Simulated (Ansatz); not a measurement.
# ClFH6W: the cost of one run

Program: Ansatz 0.2.0. Level of theory: RHF/def2-SVP. These are calculated values, not measurements.

1 further run of the same task is left out (it didn't finish).

## Step 1: The starting structure

Bond lengths: W1–F2 2.200 Å, W1–H3 1.720 Å, W1–H4 1.720 Å, W1–Cl5 2.390 Å, W1–H6 1.720 Å, W1–H7 1.720 Å, W1–H8 2.020 Å, W1–H9 2.156 Å. Angles (14 of 28 angles, heavy atoms first): F2–W1–Cl5 90.0°, F2–W1–H3 90.0°, F2–W1–H4 90.0°, F2–W1–H6 90.0°, F2–W1–H7 180.0°, F2–W1–H8 71.6°, F2–W1–H9 40.9°, H3–W1–Cl5 180.0°, H4–W1–Cl5 90.0°, Cl5–W1–H6 90.0°, Cl5–W1–H7 90.0°, Cl5–W1–H8 44.5°, Cl5–W1–H9 60.6°, H3–W1–H4 90.0°.

Structure file:

```xyz
9

W     0.0000    0.0000    0.0000
F     0.0000    0.0000    2.2000
H     1.7200    0.0000    0.0000
H     0.0000    1.7200    0.0000
Cl   -2.3900    0.0000    0.0000
H     0.0000   -1.7200    0.0000
H     0.0000    0.0000   -1.7200
H    -1.4400    1.2653    0.6370
H    -1.0597    0.9311    1.6302
```

## Step 2: A restrained relaxation towards end A

Springs on the bonds that form and break draw the guess towards this end; the thresholds are loose.

File input.yaml:

```yaml
crystal:
  periodic: [false, false, false]
  atoms:
    - { symbol: W, position_ang: [0.0, 0.0, 0.0] }
    - { symbol: F, position_ang: [0.0, 0.0, 2.2] }
    - { symbol: H, position_ang: [1.72, 0.0, 0.0] }
    - { symbol: H, position_ang: [0.0, 1.72, 0.0] }
    - { symbol: Cl, position_ang: [-2.39, 0.0, 0.0] }
    - { symbol: H, position_ang: [0.0, -1.72, 0.0] }
    - { symbol: H, position_ang: [0.0, 0.0, -1.72] }
    - { symbol: H, position_ang: [-1.44, 1.2653, 0.637] }
    - { symbol: H, position_ang: [-1.0597, 0.9311, 1.6302] }
basis:
  gaussian: { orbitals: def2-SVP }
hamiltonian:
  xc: hf
relax:
  f_tol: 0.15
  max_steps: 25
  restrain:
    - { distance: [0, 7], at: 2.92, k: 30.0 }
    - { distance: [8, 1], at: 2.12, k: 30.0 }
    - { distance: [0, 1], at: 1.85, k: 30.0 }
    - { distance: [8, 7], at: 0.66, k: 30.0 }
```

On the command line:

```console
> ansatz run input.yaml --threads 1 --pin off --max-ram 2048MiB --backend cpu --events-out ev --progress --plain --runs-dir out
```

What time and memory should one allow on 1 thread of Arm Neoverse N1, shared host?

About 63 s, with a peak of 0.2 GiB.
